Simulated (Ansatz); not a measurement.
# Ti3B: the cost of one run

Program: Ansatz 0.2.0. Level of theory: DFT PBE, scalar-relativistic, plane waves, PAW. These are calculated values, not measurements.

## Step 1: The starting structure

It takes space group I4/mmm (No. 139, tetragonal). Conventional cell: a = 3.784 Å, b = 3.784 Å, c = 8.083 Å, α = 90.00°, β = 90.00°, γ = 90.00°. Ti (site symmetry -4m2) is surrounded by 8 Ti at 2.68 to 2.77 Å and 4 B at 2.77 Å. Ti (site symmetry 4/mmm) is surrounded by 4 B at 2.68 Å and 8 Ti at 2.77 Å. B (site symmetry 4/mmm) has 12 Ti at 2.68 to 2.77 Å as nearest neighbours.

As a file:

```cif
data_structure
_symmetry_space_group_name_H-M 'P 1'
_symmetry_Int_Tables_number 1
_cell_length_a 4.8468
_cell_length_b 4.8468
_cell_length_c 4.8468
_cell_angle_alpha 134.052
_cell_angle_beta 134.052
_cell_angle_gamma 67.006
_cell_volume 57.86
loop_
_atom_site_label
_atom_site_type_symbol
_atom_site_fract_x
_atom_site_fract_y
_atom_site_fract_z
_atom_site_occupancy
Ti1 Ti 0.75000 0.25000 0.50000 1
Ti2 Ti 0.25000 0.75000 0.50000 1
Ti3 Ti 0.50000 0.50000 0.00000 1
B1 B 0.00000 0.00000 0.00000 1
```

This is a trial structure built by rule; it need not be a known or stable form of this composition.

(A quick probe on a coarse mesh, which set the mesh and smearing, is not shown.)

## Step 3: Full relaxation

Input file input.yaml:

```yaml
crystal:
  lattice:
    - [-1.8917714019, 1.8917714019, 4.0415716984]
    - [1.8917714019, -1.8917714019, 4.0415716984]
    - [1.8917714019, 1.8917714019, -4.0415716984]
  atoms:
    - { symbol: Ti, position: [0.75, 0.25, 0.5] }
    - { symbol: Ti, position: [0.25, 0.75, 0.5] }
    - { symbol: Ti, position: [0.5, 0.5, 0.0] }
    - { symbol: B, position: [0.0, 0.0, 0.0] }
basis:
  ecutwfc: 420
kpoints:
  mp_grid: { grid: [16, 16, 16] }
hamiltonian:
  xc: pbe
scf:
  occupations: { method: gaussian, width: 0.1 }
output:
  forces: true
  stress: true
  eigenvalues: true
relax:
  adjacent_minimum: "off"
  f_tol: 0.005
  max_steps: 80
  cell: { stress_tol: 0.05 }
```

Q: Estimate wall time and peak memory on 1 thread of an Arm CPU, shared host.

About 2.2 min, with a peak of 0.72 GiB.
